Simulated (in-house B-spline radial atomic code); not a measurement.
**Pd³⁺: a fraction of an electron moved 4d → 4f**

How does the LC-ωPBE energy of Pd³⁺ change when part of an electron is moved 4d → 4f?

The numbers are computed with in-house B-spline radial atomic code version 1 (scalar-relativistic (spin-free one-electron X2C) LC-wPBE, spin-polarised, spherical fractional occupations, Fermi nucleus, basis-set limit), except any that are marked as measured or tabulated.

## (1) The system

```
element       : palladium (Z = 46)
charge        : +3
electrons     : 43
configuration : [Kr] 4d7
Hamiltonian   : scalar-relativistic (X2C)
nucleus       : Fermi, rms radius 4.532 fm
```

Outer shells as boxes (Hund's rule):

[Kr] 4d7
```
[Kr] core
4d [↑↓][↑↓][↑ ][↑ ][↑ ]
```

Where spins are not typed, each open shell is filled with up spins first.

## (2) The start, at fraction 0

Settings, as recorded:

```ini
Z = 46
electrons = 43.0
configuration = [Kr] 4d7
hamiltonian = x2c
method = lc_wpbe
spin_polarised = True
nucleus = fermi
rms_radius = 4.5318
mass_number = 106
atomic_mass = 105.903480287
speed_of_light = 137.035999084
```

## (3) 0.125 electron moved 4d → 4f

The settings differ from step 2 so:

```diff
@@ -2,3 +2,3 @@
 electrons = 43.0
-configuration = [Kr] 4d7
+configuration = [Kr] 4d6.875 4f0.125
 hamiltonian = x2c
```

## (4) 0.25 electron moved 4d → 4f

The settings differ from step 3 so:

```diff
@@ -2,3 +2,3 @@
 electrons = 43.0
-configuration = [Kr] 4d6.875 4f0.125
+configuration = [Kr] 4d6.75 4f0.25
 hamiltonian = x2c
```

## (5) 0.375 electron moved 4d → 4f

The settings differ from step 4 so:

```diff
@@ -2,3 +2,3 @@
 electrons = 43.0
-configuration = [Kr] 4d6.75 4f0.25
+configuration = [Kr] 4d6.625 4f0.375
 hamiltonian = x2c
```

## (6) 0.5 electron moved 4d → 4f

The settings differ from step 5 so:

```diff
@@ -2,3 +2,3 @@
 electrons = 43.0
-configuration = [Kr] 4d6.625 4f0.375
+configuration = [Kr] 4d6.5 4f0.5
 hamiltonian = x2c
```

## (7) 0.625 electron moved 4d → 4f

The settings differ from step 6 so:

```diff
@@ -2,3 +2,3 @@
 electrons = 43.0
-configuration = [Kr] 4d6.5 4f0.5
+configuration = [Kr] 4d6.375 4f0.625
 hamiltonian = x2c
```

## (8) 0.75 electron moved 4d → 4f

The settings differ from step 7 so:

```diff
@@ -2,3 +2,3 @@
 electrons = 43.0
-configuration = [Kr] 4d6.375 4f0.625
+configuration = [Kr] 4d6.25 4f0.75
 hamiltonian = x2c
```

## (9) 0.875 electron moved 4d → 4f

The settings differ from step 8 so:

```diff
@@ -2,3 +2,3 @@
 electrons = 43.0
-configuration = [Kr] 4d6.25 4f0.75
+configuration = [Kr] 4d6.125 4f0.875
 hamiltonian = x2c
```

## (10) 1 electron moved 4d → 4f

The settings differ from step 9 so:

```diff
@@ -2,3 +2,3 @@
 electrons = 43.0
-configuration = [Kr] 4d6.125 4f0.875
+configuration = [Kr] 4d6 4f1
 hamiltonian = x2c
```

**Question.** How does the energy change with the fraction, and which way and how far does it bend from the straight line between the ends?

The runs gave:

| fraction | energy change (eV) | less the straight line (eV) | level 4d down (eV) | level 4f up (eV) | sum of <r²> (bohr²) |
| --- | --- | --- | --- | --- | --- |
| 0 | 0.0000 | 0.0000 | -39.183 | empty | 26.203 |
| 0.125 | 3.9224 | -0.1582 | -39.970 | -8.353 | 29.500 |
| 0.25 | 7.9025 | -0.2586 | -40.712 | -8.657 | 32.300 |
| 0.375 | 11.9344 | -0.3074 | -41.405 | -8.958 | 34.654 |
| 0.5 | 16.0123 | -0.3101 | -42.044 | -9.256 | 36.608 |
| 0.625 | 20.1293 | -0.2736 | -42.627 | -9.553 | 38.210 |
| 0.75 | 24.2787 | -0.2048 | -43.154 | -9.850 | 39.502 |
| 0.875 | 28.4529 | -0.1112 | -43.622 | -10.149 | 40.526 |
| 1 | 32.6447 | 0.0000 | -44.034 | -10.449 | 41.324 |

**Reading.** From fraction 0 to 1 the energy changes by 32.645 eV. It sags under the straight line by up to 0.31 eV (at 0.5). Slater's transition state, the slope from the orbital energies at fraction 0.5 (Janak's theorem), gives 32.788 eV for the whole step. Here exact exchange is taken at spherical fractional occupations, which leaves self-interaction in open p, d and f shells; that spoils the energies somewhat, at whole numbers too.
